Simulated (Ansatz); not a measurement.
**HfN: a closer look at a trial structure**

The task, for HfN: compute bands, density of states and charges.

Program: Ansatz 0.2.0. Level of theory: DFT PBE, scalar-relativistic, plane waves, PAW. These are calculated values, not measurements.

### 1 The structure to begin with

It takes space group Fm-3m (No. 225, cubic). Conventional cell: a = 4.548 Å, b = 4.548 Å, c = 4.548 Å, α = 90.00°, β = 90.00°, γ = 90.00°. Hf (site symmetry m-3m) is surrounded by 6 N at 2.27 Å. N (site symmetry m-3m) has 6 Hf at 2.27 Å as nearest neighbours.

Coordinates:

```xyz
2
Lattice="0.0000 2.2739 2.2739 2.2739 0.0000 2.2739 2.2739 2.2739 0.0000" Properties=species:S:1:pos:R:3 pbc="T T T"
Hf    0.0000    0.0000    0.0000
N     2.2739    2.2739    2.2739
```

The cell was relaxed beforehand at this level, from a generated guess; it needn't be the stable form of this composition. At a tolerance of 0.05 Å it has space group Fm-3m (No. 225); it has 11.76 Å³/atom, an uncorrected energy of -1.66 eV/atom over the elements.

### 2 Bands, states and charges

input.yaml reads:

```yaml
crystal:
  lattice:
    - [0.0, 2.2739047892, 2.2739047892]
    - [2.2739047892, 0.0, 2.2739047892]
    - [2.2739047892, 2.2739047892, 0.0]
  atoms:
    - { symbol: Hf, position: [0.0, 0.0, 0.0] }
    - { symbol: "N", position: [0.5, 0.5, 0.5] }
basis:
  ecutwfc: 420
kpoints:
  mp_grid: { grid: [20, 20, 20] }
  band_path:
    path:
      - [[0.0, 0.0, 0.0], [0.5, 0.0, 0.5], [0.625, 0.25, 0.625]]
      - [[0.375, 0.375, 0.75], [0.0, 0.0, 0.0], [0.5, 0.5, 0.5], [0.5, 0.25, 0.75], [0.5, 0.0, 0.5]]
    npoints: 14
hamiltonian:
  xc: pbe
scf:
  occupations: { method: gaussian, width: 0.1 }
  n_extra_bands: 6
output:
  forces: true
  stress: true
  eigenvalues: true
  populations: true
  dos: { projected: true, de: 0.02, nscf_kmesh: { grid: [24, 24, 24] } }
  bader: true
  write_density: true
  write_potential: true
  elf: true
  volumetric_format: npy
```

Launch:

```console
ansatz run input.yaml --threads 1 --pin off --max-ram 2560MiB --backend cpu --events-out ev --progress --plain --runs-dir out
```

What does the calculation give? Wanted: gap; states at the Fermi level; Bader charges.

The runs gave:

```
                 quantity                 value
                      gap          none (metal)
states at the Fermi level  0.63 per eV per cell
            Bader charges   Hf +1.94, N -1.94 e
```

What this shows: Bands cross the Fermi level: a metal at this level of theory. Of the projected weight within 0.25 eV of the Fermi level, the largest part is Hf 5d (79 %). Charge transfer between the atoms is strong (Bader charges up to 1.9 e). These runs have no spin-orbit coupling; with Hf it would split and shift bands. Spin polarisation is off in the runs that give these values; a magnetic solution could lie lower.
